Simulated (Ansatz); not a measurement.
# Os: the cost of one run

Program: Ansatz 0.2.0. Level of theory: DFT r2SCAN, scalar-relativistic, plane waves, PAW. These are calculated values, not measurements.

## 1. Starting point

The structure is cubic, space group Fm-3m (No. 225). The conventional cell has a = 3.890 Å, b = 3.890 Å, c = 3.890 Å, α = 90.00°, β = 90.00°, γ = 90.00°. Around Os (site symmetry m-3m) lie 12 Os at 2.75 Å.

Coordinates:

```cif
data_structure
_symmetry_space_group_name_H-M 'P 1'
_symmetry_Int_Tables_number 1
_cell_length_a 2.7506
_cell_length_b 2.7506
_cell_length_c 2.7506
_cell_angle_alpha 60.000
_cell_angle_beta 60.000
_cell_angle_gamma 60.000
_cell_volume 14.72
loop_
_atom_site_label
_atom_site_type_symbol
_atom_site_fract_x
_atom_site_fract_y
_atom_site_fract_z
_atom_site_occupancy
Os1 Os 0.00000 0.00000 0.00000 1
```

The structure comes from the Crystallography Open Database.

## 2. Probe: one point at the start

Input file input.yaml:

```yaml
crystal:
  lattice:
    - [0.0, 1.945, 1.945]
    - [1.945, 0.0, 1.945]
    - [1.945, 1.945, 0.0]
  atoms:
    - { symbol: Os, position: [0.0, 0.0, 0.0] }
basis:
  ecutwfc: 500
kpoints:
  mp_grid: { grid: [8, 8, 8] }
hamiltonian:
  xc: r2scan
scf:
  occupations: { method: gaussian, width: 0.1 }
output:
  forces: true
  stress: true
  eigenvalues: true
```

Launch:

```console
$ ansatz run input.yaml --threads 1 --pin off --max-ram 1228MiB --backend cpu --events-out ev --progress --plain --runs-dir out
```

Q: Estimate wall time and peak memory on 1 thread of an x86-64 CPU, shared host.

About 1.1 s, with a peak of 0.42 GiB.
